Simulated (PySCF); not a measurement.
**Towards the basis-set limit for MnH**

The task here is to estimate one member of a computed series from the others.

Method: CCSD(T) on ROHF, no relativity in the base curves; scalar relativity is added as a correction; program: PySCF 2.14.0.

The first run:

- molecule: MnH
- state: septet, unpaired electrons σ ↑↑, π ↑↑, δ ↑↑
- smaller basis: Mn cc-pVTZ, H cc-pVTZ
- larger basis: Mn cc-pVQZ, H cc-pVQZ
- frozen core orbitals: 9
- extrapolation: correlation as n⁻³ (n = 3, 4), Hartree–Fock as (n+1)·exp(−9√n)
- corrections: core–valence correlation, scalar relativity
- distances (Å): 1.5326, 1.6022, 1.6719, 1.7415, 1.8112, 1.8983, 1.9854
- masses (u): 54.9380, 1.0078
- dissociation limit: Mn + H

Command:

```
$ OMP_NUM_THREADS=4 python comp.py task.json out
```

Steps of the session up to this table: Coupled cluster at each distance.

One table of the session follows, with a row left open; its other results are not shown here.

It belongs to the step «Coupled cluster at each distance». Parts of the energy along the bond, in eV from Mn + H:

| R (Å) | HF/CBS | CCSD corr. | (T) | core–valence | relativity |
| --- | --- | --- | --- | --- | --- |
| 1.5326 | -1.173 | -0.320 | 0.0273 | 0.0055 | 0.0231 |
| 1.6022 | -1.377 | -0.268 | 0.0301 | 0.0136 | 0.0284 |
| 1.6719 | -1.501 | -0.226 | 0.0322 | 0.0204 | 0.0330 |
| 1.7415 | ? | ? | ? | ? | ? |
| 1.8112 | -1.569 | -0.165 | 0.0348 | 0.0307 | 0.0401 |
| 1.8983 | -1.526 | -0.140 | 0.0354 | 0.0352 | 0.0432 |
| 1.9854 | -1.439 | -0.125 | 0.0350 | 0.0385 | 0.0454 |

Estimate the missing values for R (Å) = 1.7415.

Worked estimate for «HF/CBS». A straight line through the neighbours (1.6719, -1.501) and (1.8112, -1.569) gives -1.501 + (-1.569 + 1.501) × (1.7415 − 1.6719) / (1.8112 − 1.6719) = -1.535; a parabola fitted to 4 rows on both sides gives -1.559.

The run gave: HF/CBS: -1.560; CCSD corr.: -0.192; (T): 0.0338; core–valence: 0.0260; relativity: 0.0369. In «HF/CBS» the line misses by +0.025 and the parabola by +0.001.
